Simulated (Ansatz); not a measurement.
# B4Pb: the cost of one run

Program: Ansatz 0.2.0. Level of theory: DFT PBE, scalar-relativistic, plane waves, PAW. These are calculated values, not measurements.

## 1. Starting point

The structure is orthorhombic, space group Pmmm (No. 47). Conventional cell: a = 3.430 Å, b = 3.690 Å, c = 5.393 Å, α = 90.00°, β = 90.00°, γ = 90.00°. B (site symmetry m) is surrounded by 1 B at 1.21 Å. Pb (site symmetry mmm) is surrounded by 4 B at 2.23 Å.

Coordinates:

```xyz
5
Lattice="3.4296 0.0000 0.0000 0.0000 3.6905 0.0000 0.0000 0.0000 5.3930" Properties=species:S:1:pos:R:3 pbc="T T T"
B     0.9371    1.8452    2.0935
B     2.4925    1.8452    2.0935
B     0.9371    1.8452    3.2995
B     2.4925    1.8452    3.2995
Pb    1.7148    1.8452    0.0000
```

Recipe of the guess: random cell by space group and Wyckoff sites (Pmmm, No. 47). Lengths come from tabulated atomic sizes and are only a guess.

## 2. Probe: one point on a coarse mesh

File input.yaml:

```yaml
crystal:
  lattice:
    - [3.42961432, 0.0, 0.0]
    - [0.0, 3.69048435, 0.0]
    - [0.0, 0.0, 5.39297911]
  atoms:
    - { symbol: B, position: [0.27323924, 0.5, 0.38818801] }
    - { symbol: B, position: [0.72676076, 0.5, 0.38818801] }
    - { symbol: B, position: [0.27323924, 0.5, 0.61181199] }
    - { symbol: B, position: [0.72676076, 0.5, 0.61181199] }
    - { symbol: Pb, position: [0.5, 0.5, 0.0] }
basis:
  ecutwfc: 420
kpoints:
  mp_grid: { grid: [6, 6, 4] }
hamiltonian:
  xc: pbe
scf:
  occupations: { method: gaussian, width: 0.1 }
  lower_state_search: "off"
output:
  forces: true
  stress: true
  eigenvalues: true
```

The run is started by

```sh
$ ansatz run input.yaml --threads 1 --pin off --max-ram 2560MiB --backend cpu --events-out ev --progress --plain --runs-dir out
```

What time and memory should one allow on 1 thread of AMD EPYC 9R45 (Zen 5), shared host?

About 1.3 s, with a peak of 0.39 GiB.
